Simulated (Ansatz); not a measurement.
What does this script print? It uses the Ansatz DFT code, driven from Python.

`torsion.py`:
```python
"""Rigid torsion scan of BGeH5OSe."""

import ansatz as az
from ase import Atoms

atoms = Atoms(["O", "Ge", "B", "Se", "H", "H", "H", "H", "H"], positions=[
    (-0.2602, 0.4614, -2.08),
    (0.7192, 0.4884, -0.6312),
    (0.0815, -0.979, 0.5944),
    (-1.6861, -0.9549, 1.3327),
    (-1.2019, 0.7644, -1.7795),
    (0.6084, 1.8706, 0.0967),
    (2.2238, 0.2453, -1.036),
    (0.8981, -1.8285, 0.9031),
    (-1.2943, -0.114, 2.5827),
])

# start the scan from a relaxed geometry
first = (
    az.Crystal.molecule_from_ase(atoms).calculation()
    .basis(gaussian="def2-SVP")
    .functional("pbe0")
    .relax(force_tolerance=0.02, max_steps=80)  # relax until the tolerances are met
)
atoms.positions = first.run(threads=1).report["positions_ang"]

start = atoms.get_dihedral(2, 1, 0, 4)
energies = {}
for turn in range(0, 360, 40):
    turned = atoms.copy()
    turned.set_dihedral(2, 1, 0, 4, start + turn, indices=[0, 4])
    calc = az.Crystal.molecule_from_ase(turned).calculation()
    calc = calc.basis(gaussian="def2-SVP").functional("pbe0")
    energies[round((start + turn) % 360)] = calc.run(threads=1).report["free_energy_ev"]
floor = min(energies.values())
print("dihedral B2-Ge1-O0-H4 (deg)   E - E(min) (kcal/mol)")
for angle, e in sorted(energies.items()):
    print(f"{angle:8d} {23.060548 * (e - floor):14.3f}  " + "#" * int(30 * (e - floor) / max(max(energies.values()) - floor, 1e-9)))
```

```console
$ python torsion.py
dihedral B2-Ge1-O0-H4 (deg)   E - E(min) (kcal/mol)
      14          0.282  ########
      54          0.000
      94          0.347  ##########
     134          0.696  #####################
     174          0.557  #################
     214          0.664  ####################
     254          0.978  ##############################
     294          0.967  #############################
     334          0.712  #####################
```

The scan is rigid and the energies are electronic, in a modest basis. With rigid groups the curve can differ much from the relaxed path, the start wasn't checked as a minimum of this torsion, and equivalent turns needn't return to the same energy. It ran for 5.6 min on 1 thread of Arm Neoverse V1, on a shared host, peak memory 0.38 GiB.

(A comment or docstring line of the script was reworded after the run, the code is as it ran.)
